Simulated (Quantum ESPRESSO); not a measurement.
# SiTe2 under changes of volume

One of the cells (29.516 Å³/atom); the others are scaled copies at fixed shape and fractional positions:

```
Te Si
1.0
     3.80047    0.00000    0.00000
    -1.90024    3.29130    0.00000
     0.00000    0.00000    7.07909
Te Si
2 1
Direct
  0.66667 0.33333 0.22659
  0.33333 0.66667 0.77341
  0.00000 0.00000 0.00000
```

The cell comes from a database or a generator and needn't be the stable form of this composition.

```yaml
Program: Quantum ESPRESSO 7.5
Functional: r2SCAN
Potentials_or_basis: SG15 PBE 1.2
Cutoff: 952 eV
Density_cutoff: 3810 eV
k_mesh: 4 × 4 × 2
Occupations: fermi-dirac, width 0.05 eV
Spin: no spin polarisation
```

| volume (Å³/atom) | energy over the lowest point (meV/atom) | pressure (GPa) | largest force (eV/Å) |
| --- | --- | --- | --- |
| 27.745 | 26.48 | 4.5 | 0.504 |
| 28.336 | ? | ? | ? |
| 28.926 | 3.95 | 1.7 | 0.136 |
| 29.516 | 0.00 | 0.5 | 0.031 |
| 30.107 | 0.27 | -0.6 | 0.188 |
| 30.697 | 4.33 | -1.6 | 0.337 |
| 31.287 | 11.77 | -2.4 | 0.475 |

Q: What does the run at 28.336 Å³/atom give?

A: Energy over the lowest point 12.60 meV/atom; pressure 3.0 GPa; largest force 0.315 eV/Å.

Worked out: A Birch-Murnaghan fit of order 3 (a polynomial in V^(-2/3)) to the other rows has its minimum at 29.77 Å³/atom with B0 = V·E''(V) = 55 GPa and B' = 4.4 at fixed shape and positions, which overstates the stiffness. It gives 12.58 meV/atom at 28.336 Å³/atom, against the run's 12.60, and -dE/dV = 3.0 GPa, against 3.0.

Energies are extrapolated to zero smearing.

Caveats: all runs use coarse meshes; the potentials were made for another functional, which shifts forces and pressure.
